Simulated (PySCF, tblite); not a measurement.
# C6H10BrFSi: geometry, infrared bands and NMR shifts

What infrared bands and NMR shifts should C6H10BrFSi (`C=C[SiH2]C/C(=C/Br)CF`) show?

The runs use tblite 0.8.0 and PySCF 2.14.0, with density-fitted response routines of our own; the level of theory stands in each step. All values are computed, except where a source is named. Atoms count from 0, in the outputs and in this text.

**1. The starting structure**

19 atoms, charge 0, multiplicity 1; geometry from: force field or distance geometry start.

Bonds of the start (Å): C0–C1 1.34, C1–Si2 1.84, Si2–C3 1.90, C3–C4 1.51, C4–C5 1.35, C5–Br6 1.86, C4–C7 1.51, C7–F8 1.37, C0–H9 1.10, C0–H10 1.08, C1–H11 1.08, Si2–H12 1.48, Si2–H13 1.48, C3–H14 1.10, C3–H15 1.08, C5–H16 1.08, C7–H17 1.09, C7–H18 1.09.

**2. Relaxing the molecule with GFN2-xTB**

The job: settings as JSON, then the geometry in Å.

```
{"job": {"kind": "relax", "xc": "GFN2-xTB", "basis": "xTB"}, "charge": 0, "multiplicity": 1}
C      2.548400     0.791200     0.071700
C      2.280600    -0.510700    -0.058700
Si     0.884700    -1.431100     0.711100
C     -0.723600    -1.131000    -0.257500
C     -1.264700     0.281800    -0.231900
C     -1.235700     1.021000    -1.365500
Br    -1.814100     2.772400    -1.577100
C     -1.846000     0.762200     1.070600
F     -2.510100    -0.264500     1.684300
H      1.906300     1.461400     0.658600
H      3.403100     1.233200    -0.415300
H      2.945500    -1.144700    -0.634400
H      1.194900    -2.874300     0.712600
H      0.714200    -0.982900     2.112300
H     -1.496400    -1.804900     0.145200
H     -0.550100    -1.467300    -1.268700
H     -0.811000     0.635400    -2.282400
H     -2.572900     1.564600     0.943900
H     -1.062900     1.097500     1.750200
```

Started as:

```bash
> OMP_NUM_THREADS=1 python probes_run.py task.json out
```

The driver reads the jobs from task.json and runs them one after another.

**Question.** This job is followed by: GFN2-xTB harmonic vibrations, gas phase; GIAO PBE0/pcSseg-1 NMR shielding, non-relativistic, gas phase. What will the session give for the following? strongest single infrared mode (GFN2-xTB); zero-point energy (GFN2-xTB); ¹³C shifts against TMS (PBE0/pcSseg-1); ¹H shifts against TMS (PBE0/pcSseg-1, means over atoms taken as alike); ²⁹Si shifts against TMS (PBE0/pcSseg-1); ⁷⁹Br shifts against HBr (PBE0/pcSseg-1); ¹⁹F shifts against CFCl3 (PBE0/pcSseg-1); surface potential, 1st and 99th percentile.

**Answer**, as computed:

| quantity | value |
| --- | --- |
| strongest single infrared mode (GFN2-xTB) | 2244 cm⁻¹, 380 km/mol |
| zero-point energy (GFN2-xTB) | 85.9 kcal/mol |
| ¹³C shifts against TMS (PBE0/pcSseg-1) | 149.7, 148.5, 135.9, 116.2, 86.2, 21.9 ppm |
| ¹H shifts against TMS (PBE0/pcSseg-1, means over atoms taken as alike) | 6.73, 6.21, 5.87, 5.48, 5.47, 4.38, 2.05 ppm |
| ²⁹Si shifts against TMS (PBE0/pcSseg-1) | -46.1 ppm |
| ⁷⁹Br shifts against HBr (PBE0/pcSseg-1) | 416 ppm |
| ¹⁹F shifts against CFCl3 (PBE0/pcSseg-1) | -260.9 ppm |
| surface potential, 1st and 99th percentile | -0.87 V and 1.04 V |

**Reading.** Relaxing lowered the energy by 0.195 eV in 88 steps; the close pair that moved most is C1–Si2, from 1.841 to 1.885 Å. No mode is imaginary among the 51: a minimum at this level. The strongest single mode, at 2244 cm⁻¹, moves mainly H12. Unscaled tight-binding wavenumbers are off by several per cent, some by more. Its intensities can rank the bands wrongly. C5 stands next to heavy halogen, whose spin-orbit shielding this run leaves out, so the computed shift lies too far downfield, most of all for carbon beside Br or I. At PBE0/pcSseg-1: The largest span, 1059 ppm, is at Br6, where the paramagnetic term is -917 ppm. At PBE0/pcSseg-1, counted by nearest atom on the grid, the HOMO lies on Br6 28 %; C4, C5 about 23 % each, the LUMO on C0, C1 about 25 % each; Si2 8 %. Spin-orbit coupling is left out, which matters for shieldings and couplings at and beside the heavy atoms.
